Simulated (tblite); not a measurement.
# H30Si18: the cost of one run

Computed with tblite 0.8.0 and PySCF 2.14.0 and routines of our own; the level stands in each step. Atoms count from 0.

## 1. The system as given

48 atoms, charge 0, multiplicity 1; geometry from: force field, distance geometry or constructed start.

## 2. Optimising the geometry with GFN2-xTB

What the job is given:

```
{"job": {"kind": "relax", "xc": "GFN2-xTB", "basis": "xTB"}, "charge": 0, "multiplicity": 1}
Si     5.791100     1.111800    -0.376600
Si     3.854300     2.229700     0.368100
Si     1.933900     1.111300    -0.374000
Si     1.928000    -1.109200     0.368800
Si     3.856500    -2.228300    -0.371600
Si     5.782900    -1.114100     0.372400
Si     0.000100     4.455900    -0.378300
Si    -1.925300     5.570500     0.376500
Si    -3.854800     4.452100    -0.375400
Si    -3.860300     2.226300     0.376600
Si    -1.930800     1.112400    -0.377100
Si    -0.002500     2.225100     0.375000
Si    -0.003400    -2.226400    -0.370000
Si    -1.926500    -1.114200     0.372300
Si    -3.859700    -2.222000    -0.374800
Si    -3.859400    -4.453600     0.381300
Si    -1.928300    -5.565900    -0.374100
Si    -0.001100    -4.457600     0.374000
H      5.785600     1.115400    -1.812500
H      6.965700     1.793800     0.104700
H      3.855200     2.230900     1.816500
H      3.856600     3.587300    -0.102200
H      1.932100     1.118200    -1.808400
H      1.924500    -1.117900     1.813500
H      3.858000    -2.224500    -1.814100
H      3.851400    -3.586700     0.104500
H      5.786900    -1.111300     1.814300
H      6.962300    -1.792300    -0.100800
H      0.000600     4.454600    -1.817000
H      1.177800     5.134000     0.105400
H     -1.925100     5.568400     1.813900
H     -1.930600     6.927800    -0.101800
H     -3.858500     4.454300    -1.816900
H     -5.032000     5.132300     0.105700
H     -3.856300     2.228900     1.811700
H     -5.033600     1.550000    -0.104900
H     -1.929500     1.113700    -1.819100
H      0.000900     2.229600     1.812400
H      0.001100    -2.231000    -1.815100
H     -1.933500    -1.110200     1.816200
H     -3.857600    -2.229400    -1.811200
H     -5.028200    -1.553400     0.105700
H     -3.852600    -4.453200     1.811400
H     -5.031500    -5.134100    -0.103800
H     -1.932400    -5.566100    -1.812600
H     -1.930600    -6.924900     0.098600
H      0.002400    -4.454100     1.814400
H      1.176400    -5.131000    -0.099700
```

Command:

```console
OMP_NUM_THREADS=2 python large_run.py task.json out
```

One launch serves the whole session: the jobs run in the order shown.

**Question.** How long does this first job take on 2 threads of Arm Neoverse N1, shared host, and how much memory does it need?

About 4.1 s, with a peak of 0.17 GiB.
